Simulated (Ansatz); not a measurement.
# InSb3 (Pm-3m) in Ansatz: single point with PBEsol

Aim: the single point of InSb3 with PBEsol.

Everything below comes from runs of Ansatz 0.2.0. Logs are shortened: lines on timing, memory, paths and dates and some standing lists are left out, and cuts for length are marked.

**1. The crystal as given**

The structure is cubic, space group Pm-3m (No. 221). The conventional cell has a = 4.806 Å, b = 4.806 Å, c = 4.806 Å, α = 90.00°, β = 90.00°, γ = 90.00°. Sb (site symmetry 4/mmm) has 8 Sb at 3.40 Å and 4 In at 3.40 Å as nearest neighbours. Around In (site symmetry m-3m) lie 12 Sb at 3.40 Å.

The cell comes from a database or a generator and needn't be the stable form of this composition.

**2. Single point, PBEsol**

Contents of input.yaml:

```yaml
crystal:
  lattice:
    - [4.806367, 0.0, 0.0]
    - [0.0, 4.806367, 0.0]
    - [0.0, 0.0, 4.806367]
  atoms:
    - { symbol: Sb, position: [0.5, 0.5, 0.0] }
    - { symbol: Sb, position: [0.0, 0.5, 0.5] }
    - { symbol: Sb, position: [0.5, 0.0, 0.5] }
    - { symbol: In, position: [0.0, 0.0, 0.0] }
kpoints:
  mp_grid: { grid: [4, 4, 4] }
scf:
  occupations: { method: fermi_dirac, width: 0.03 }
hamiltonian:
  xc: pbesol
  pseudopotentials: { kind: all_electron, lapw: { basis_error: 0.002 } }
output:
  forces: true
  stress: true
  eigenvalues: true
```

Potentials or basis: all-electron LAPW, scalar-relativistic.

The run is started by

```bash
ansatz run input.yaml --threads 2 --pin off --max-ram 8192MiB --backend cpu --events-out ev --progress --plain --runs-dir out
```

Output:

```text
Warning: RAYON_NUM_THREADS=2 ignored (pool sized by the plan → 2); use --threads N
LAPW: plane waves up to 6.109 Å⁻¹, error target 2.0e-3 eV per atom; small_component_spin mean_spin; In in spheres of 1.720 Å, 21 of its electrons in bands, Dirac shells []; Sb in spheres of 1.678 Å, 23 of its electrons in bands, Dirac shells [] (how accurate: hamiltonian.pseudopotentials.lapw.basis_error, Limitations)
Engine: ansatz 0.2.0, aarch64-unknown-linux-gnu
Pseudopotentials: kind: all_electron
Pseudopotential: Sb, LAPW, valence charge 23, lapw/all_electron/scalar/gaussian/Sb, Koelling and Harmon's equation, gaussian nucleus
Pseudopotential: In, LAPW, valence charge 21, lapw/all_electron/scalar/gaussian/In, Koelling and Harmon's equation, gaussian nucleus
Functional definition: PBEsol
  exchange = pbesol_x
  correlation = pbesol_c
Crystal: 4 atoms, lattice volume = 111.033 Å³
Basis set: ecut = 142.1740385035759 eV, 437 PW (Γ), exchange–correlation at level 2
Bands: 54, of which v1, the nominal top of the filled ones, is band 45 counted from 1 (44 counted from 0)
Symmetry: 48 space group operations
Space group: Pm-3m (ITA 221), of the structure as read, at distance tolerance 4.8e-5 Å
k-points: 10 of 64
Non-local potential: Sb, projectors of the file, none
Non-local potential: In, projectors of the file, none
Initial density: superposition of atomic densities (chi_scale 0.1, normalization cell, long waves kept (reshape's long-wave potential 0.00 eV rms))
Initial wavefunctions: plane waves of lowest kinetic energy (no species holds an atomic orbital)
Functional: x = pbesol(κ = 0.804, μ = 0.12345679012345678), c = pbesol(β = 0.046)
iter 1 solved again at ethr=4.48e-5 eV; its pass at ethr=1.00e-1 eV (dr2=4.03e-2 eV) is discarded
SCF iter   1: F=—  HF=-688848.396100 eV  |F-HF|=—  |Δ(HF+E_count)|=         —  Δρ=5.53e-3  dr2=4.06e-2  ethr=4.48e-5  ⟨swp⟩=3.3  Hψ=3657  notcnv=0
preconditioner: auto → Resta (q_TF=auto, 2.634 Å⁻¹)  ε∞=3.5  [insulator: Δε(μ)=0.371 eV  Ē_g=11.903 eV  σ=0.030 eV  W_gap=0.54  n_scr=32 (ndim 8)  ℏωp=18.6 eV  f_vac=0.000  D(μ)=3.53/eV (n_scr^D=26)  ε∞_Penn≈3.5]
SCF iter   2: F=—  HF=-688848.338856 eV  |F-HF|=—  |Δ(HF+E_count)|=   5.72e-2  Δρ=3.03e-3  dr2=1.31e-2  ethr=4.48e-5  ⟨swp⟩=2.0  Hψ=1668  notcnv=0
SCF iter   3: F=—  HF=-688848.332188 eV  |F-HF|=—  |Δ(HF+E_count)|=   6.67e-3  Δρ=1.41e-3  dr2=3.32e-3  ethr=1.45e-5  ⟨swp⟩=2.0  Hψ=1628  notcnv=0
SCF iter   4: F=—  HF=-688848.330937 eV  |F-HF|=—  |Δ(HF+E_count)|=   1.25e-3  Δρ=5.51e-4  dr2=5.33e-4  ethr=3.69e-6  ⟨swp⟩=2.1  Hψ=1622  notcnv=0
SCF iter   5: F=—  HF=-688848.331004 eV  |F-HF|=—  |Δ(HF+E_count)|=   6.63e-5  Δρ=1.69e-4  dr2=6.85e-5  ethr=5.93e-7  ⟨swp⟩=2.0  Hψ=1620  notcnv=0
iter 6 solved again at ethr=3.46e-9 eV; its pass at ethr=7.62e-8 eV (dr2=3.12e-6 eV) is discarded
SCF iter   6: F=—  HF=-688848.330956 eV  |F-HF|=—  |Δ(HF+E_count)|=   4.73e-5  Δρ=4.38e-5  dr2=3.11e-6  ethr=3.46e-9  ⟨swp⟩=2.0  Hψ=2723  notcnv=0
SCF iter   7: F=—  HF=-688848.330957 eV  |F-HF|=—  |Δ(HF+E_count)|=   4.50e-7  Δρ=1.22e-5  dr2=2.53e-7  ethr=3.46e-9  ⟨swp⟩=2.0  Hψ=1620  notcnv=0
SCF iter   8: F=-688848.330957 eV  HF=-688848.330957 eV  |F-HF|=5.82e-10  |Δ(HF+E_count)|=   1.89e-8  Δρ=1.85e-6  dr2=5.67e-9  ethr=2.81e-10  ⟨swp⟩=2.4  Hψ=1624  notcnv=0
SCF 1 converged in 8 iterations: F = -688848.330957 eV  dr2 = 5.67e-9
SCF converged after 8 iterations
Free energy (F): -688848.330957 eV
Harris-Foulkes:  -688848.330957 eV  (|F-HF|=5.82e-10)
Internal energy: -688848.321779 eV  (E = F + TS)
E sigma→0 (E₀):  -688848.326368 eV
Entropy (-TS):   -0.009178 eV (-2.295 meV/atom)
Fermi energy:    13.328659 eV
--- Per-component energies (eV) ---
  E_band       = -3177.750714
  E_kinetic    = 725221.581460
  E_xc         = -17976.918611
  E_electrostatic = -1396092.984628  (all electrons and nuclei)
  E_smearing   = -0.009178  (= −TS)
  E_closure    = 0.000000  (closes the sum)
  E_atoms      = -688832.388825  (free atoms, spherical and without spin; not in F)
  Σ components = -688848.330957   (vs F -688848.330957, Δ=0.00e0)
  Basis errors (estimates in eV, not in F): energy 4.4e-4 per atom: plane waves 4.2e-4 (2.2e-4 summed), levels above the bands 3.6e-81, relativity 2.3e-8, radial functions 2.4e-5, core shells 2.0e-10; eigenvalues (radial functions only) 1.5e-5; not estimated: angular momenta, meshes, grids; target (lapw.basis_error) 2.0e-3; muffin-tin radii In 1.720 Å, Sb 1.678 Å
--- Forces (eV/Å), atoms counted from 1 ---
  atom   1  Sb    -0.00000000    -0.00000000    -0.00000000
  atom   2  Sb     0.00000000     0.00000000    -0.00000000
  atom   3  Sb     0.00000000    -0.00000000     0.00000000
  atom   4  In    -0.00000000     0.00000000     0.00000000
  max |Σ_I F_I| component: 1.01e-30 eV/Å
--- Stress (GPa, compression-positive) ---
       -2.360594      -0.000000       0.000000
       -0.000000      -2.360594       0.000000
        0.000000       0.000000      -2.360594
  P = ⅓ Tr σ = -2.3606 GPa (-23.606 kbar)
--- Band table (eV; the first three rows and the last of 10) ---
  k-point 0: bands = ["-130.6367", "-130.6367", "-130.6367", "-101.7831", "-83.6824", "-83.6824", "-83.6824", "-83.6504", "-83.6504", "-83.6504", "-83.6503", "-83.6503", "-83.6503", "-60.3074", "-60.3074", "-60.3074", "-15.6165", "-15.6165", "-15.6165", "-15.6146", "-15.5594", "-15.5594", "-15.5563", "-15.5563", "-15.5404", "-15.5404", "-15.5404", "-15.5164", "-15.5164", "-15.5164", "-15.5032", "-0.9791", "-0.9791", "-0.9634", "-0.9634", "-0.9634", "1.3728", "6.0756", "6.0756", "9.2646", "9.2646", "9.2646", "9.9082", "14.0094", "14.0094", "14.0094", "15.2542", "15.2542", "15.2542", "18.2816", "18.2816", "18.4619", "18.7914", "18.7914"]
  k-point 1: bands = ["-130.6367", "-130.6367", "-130.6367", "-101.7831", "-83.6824", "-83.6824", "-83.6824", "-83.6504", "-83.6504", "-83.6504", "-83.6503", "-83.6503", "-83.6503", "-60.3074", "-60.3074", "-60.3074", "-15.6155", "-15.6073", "-15.6023", "-15.6023", "-15.5657", "-15.5588", "-15.5561", "-15.5497", "-15.5415", "-15.5410", "-15.5410", "-15.5307", "-15.5307", "-15.5164", "-15.5097", "-0.9765", "-0.9714", "-0.9695", "-0.9695", "-0.9633", "1.7485", "4.8050", "6.1475", "9.0429", "9.7020", "9.7020", "12.1244", "12.9915", "12.9915", "13.0966", "13.9161", "15.1427", "15.1427", "18.4427", "18.8237", "18.8237", "19.0465", "19.0951"]
  k-point 2: bands = ["-130.6367", "-130.6367", "-130.6367", "-101.7831", "-83.6824", "-83.6824", "-83.6824", "-83.6504", "-83.6503", "-83.6503", "-83.6503", "-83.6503", "-83.6503", "-60.3074", "-60.3074", "-60.3074", "-15.6144", "-15.5958", "-15.5764", "-15.5689", "-15.5689", "-15.5660", "-15.5660", "-15.5586", "-15.5557", "-15.5425", "-15.5397", "-15.5397", "-15.5388", "-15.5203", "-15.5164", "-0.9756", "-0.9756", "-0.9739", "-0.9639", "-0.9632", "2.5500", "3.3955", "6.2247", "9.2324", "10.6525", "10.6525", "11.4543", "11.4543", "12.4543", "12.6753", "15.5350", "15.7146", "15.7146", "15.9386", "17.5450", "17.5450", "19.7129", "20.4217"]
  k-point 9: bands = ["-130.6367", "-130.6367", "-130.6367", "-101.7831", "-83.6830", "-83.6821", "-83.6821", "-83.6507", "-83.6507", "-83.6507", "-83.6500", "-83.6500", "-83.6500", "-60.3074", "-60.3074", "-60.3074", "-15.5960", "-15.5960", "-15.5960", "-15.5808", "-15.5808", "-15.5808", "-15.5644", "-15.5572", "-15.5572", "-15.5572", "-15.5323", "-15.5323", "-15.5116", "-15.5116", "-15.5116", "-0.9961", "-0.9961", "-0.9961", "-0.9468", "-0.9468", "4.5664", "4.5664", "4.5664", "7.9027", "8.5796", "8.5796", "8.5796", "8.7142", "17.0333", "17.0333", "17.1344", "17.1344", "17.1344", "19.8847", "19.8847", "19.8847", "22.0584", "22.0584"]
```

Wall time 4.8 s (2 threads of Arm Neoverse V1, shared host); peak memory 0.31 GiB.

Results:

```
Free energy            : -688848.3310 eV
Pressure               : -2.4 GPa
Band gap on the k mesh : none (metal or under the smearing width)
```

Caveat: the k mesh is thin for a metal, which can move the energy by tens of meV per atom.
